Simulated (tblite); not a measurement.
# C7H10FGeN: the cost of one run

Programs: tblite 0.8.0 and PySCF 2.14.0, with density-fitted response routines of our own. Each step states its level of theory. These are calculated values for one molecule in the gas phase, unless marked as measured. Atoms are numbered from 0 throughout.

**1. The starting structure**

20 atoms, charge 0, multiplicity 1; geometry from: force field or distance geometry start.

Bonds of the start (Å): C0–Ge1 1.93, Ge1–F2 1.75, Ge1–N3 1.88, N3–C4 1.44, C4–C5 1.41, C5–C6 1.40, C6–C7 1.40, C7–C8 1.39, C8–C9 1.40, C9–C4 1.41, C0–H10 1.11, C0–H11 1.12, C0–H12 1.11, Ge1–H13 1.56, N3–H14 1.04, C5–H15 1.07, C6–H16 1.08, C7–H17 1.07, C8–H18 1.09, C9–H19 1.07.

**2. Optimising the geometry with GFN2-xTB**

What the job is given:

```
{"job": {"kind": "relax", "xc": "GFN2-xTB", "basis": "xTB"}, "charge": 0, "multiplicity": 1}
C     -2.755500     0.965600    -0.749900
Ge    -2.390600    -0.808000    -0.074500
F     -3.486000    -1.962000    -0.795500
N     -0.628200    -1.282100    -0.505000
C      0.538600    -0.586600    -0.031100
C      1.786600    -0.903900    -0.593600
C      2.946400    -0.235300    -0.169500
C      2.868600     0.752800     0.823300
C      1.630200     1.065700     1.383200
C      0.463700     0.405500     0.964400
H     -2.626700     0.975600    -1.851000
H     -3.815400     1.238300    -0.505600
H     -2.079800     1.703400    -0.273600
H     -2.567700    -0.837700     1.471100
H     -0.516100    -2.090700    -1.144200
H      1.869700    -1.664300    -1.343700
H      3.906100    -0.485400    -0.596800
H      3.755200     1.256300     1.148000
H      1.562200     1.833000     2.155300
H     -0.466300     0.670400     1.431200
```

On the command line:

```
$ OMP_NUM_THREADS=1 python probes_run.py task.json out
```

This one command runs all jobs of the session in turn.

**Question.** How long does this first job take on 1 thread of Arm Neoverse N1, shared host, and how much memory does it need?

About 1.4 s, with a peak of 0.18 GiB.
